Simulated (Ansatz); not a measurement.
# ZnCd2Te3: the cost of one run

Method: DFT PBE, scalar-relativistic, plane waves, PAW, unless a step names another level, in Ansatz 0.2.0.

**1. The structure to begin with**

It takes space group P6_3mc (No. 186, hexagonal). The conventional cell has a = 4.565 Å, b = 4.565 Å, c = 22.606 Å, α = 90.00°, β = 90.00°, γ = 120.00°. Around Zn (site symmetry 3m) lie 4 Te at 2.69 to 2.76 Å. Around Cd (site symmetry 3m) lie 4 Te at 2.84 to 2.85 Å. Around Cd (site symmetry 3m) lie 4 Te at 2.84 to 2.86 Å. Te (site symmetry 3m) has 4 Cd at 2.84 to 2.85 Å as nearest neighbours. Te (site symmetry 3m) is surrounded by 1 Zn at 2.69 Å and 3 Cd at 2.84 Å. Te (site symmetry 3m) is surrounded by 3 Zn at 2.76 Å and 1 Cd at 2.86 Å.

Coordinates:

```
CELL_PARAMETERS angstrom
4.56507 0.00000 0.00000
-2.28253 3.95346 0.00000
0.00000 0.00000 22.60615
ATOMIC_POSITIONS crystal
Zn 0.33333 0.66667 0.33464
Zn 0.66667 0.33333 0.83464
Cd 0.33333 0.66667 0.99969
Cd 0.33333 0.66667 0.67234
Cd 0.66667 0.33333 0.17234
Cd 0.66667 0.33333 0.49969
Te 0.33333 0.66667 0.12592
Te 0.33333 0.66667 0.45347
Te 0.33333 0.66667 0.79894
Te 0.66667 0.33333 0.29894
Te 0.66667 0.33333 0.62592
Te 0.66667 0.33333 0.95347
```

It is the end of an earlier relaxation with the same method, from a generated guess; it is a trial structure. At a tolerance of 0.02 Å it has space group P6_3mc (No. 186); it has 34.00 Å³/atom, an uncorrected energy of -0.44 eV/atom over the elements.

**2. Bands, states and charges**

input.yaml reads:

```yaml
crystal:
  lattice:
    - [4.5650666314, 0.0, 0.0]
    - [-2.2825333157, 3.9534636728, 0.0]
    - [0.0, 0.0, 22.6061468]
  atoms:
    - { symbol: Zn, position: [0.3333333333, 0.6666666667, 0.334639] }
    - { symbol: Zn, position: [0.6666666667, 0.3333333333, 0.834639] }
    - { symbol: Cd, position: [0.3333333333, 0.6666666667, 0.999693] }
    - { symbol: Cd, position: [0.3333333333, 0.6666666667, 0.67234] }
    - { symbol: Cd, position: [0.6666666667, 0.3333333333, 0.17234] }
    - { symbol: Cd, position: [0.6666666667, 0.3333333333, 0.499693] }
    - { symbol: Te, position: [0.3333333333, 0.6666666667, 0.125921] }
    - { symbol: Te, position: [0.3333333333, 0.6666666667, 0.453467] }
    - { symbol: Te, position: [0.3333333333, 0.6666666667, 0.798939] }
    - { symbol: Te, position: [0.6666666667, 0.3333333333, 0.298939] }
    - { symbol: Te, position: [0.6666666667, 0.3333333333, 0.625921] }
    - { symbol: Te, position: [0.6666666667, 0.3333333333, 0.953467] }
basis:
  ecutwfc: 420
kpoints:
  mp_grid: { grid: [12, 12, 2] }
  band_path:
    path:
      - [[0.0, 0.0, 0.0], [0.5, 0.0, 0.0], [0.33333333, 0.33333333, 0.0], [0.0, 0.0, 0.0], [0.0, 0.0, 0.5], [0.5, 0.0, 0.5], [0.33333333, 0.33333333, 0.5], [0.0, 0.0, 0.5]]
      - [[0.5, 0.0, 0.5], [0.5, 0.0, 0.0]]
      - [[0.33333333, 0.33333333, 0.5], [0.33333333, 0.33333333, 0.0]]
    npoints: 10
hamiltonian:
  xc: pbe
scf:
  occupations: { method: gaussian, width: 0.02 }
  n_extra_bands: 30
output:
  forces: true
  stress: true
  eigenvalues: true
  populations: true
  dos: { projected: true, de: 0.02, nscf_kmesh: { grid: [18, 18, 3] } }
  bader: false
  write_density: true
  write_potential: true
  elf: true
  volumetric_format: npy
```

Run with:

```bash
$ ansatz run input.yaml --threads 4 --pin off --max-ram 8192MiB --backend cpu --events-out ev --progress --plain --runs-dir out
```

Q: Estimate wall time and peak memory on 4 threads of Arm Neoverse V1, shared host.

About 6.1 min, with a peak of 3.6 GiB.
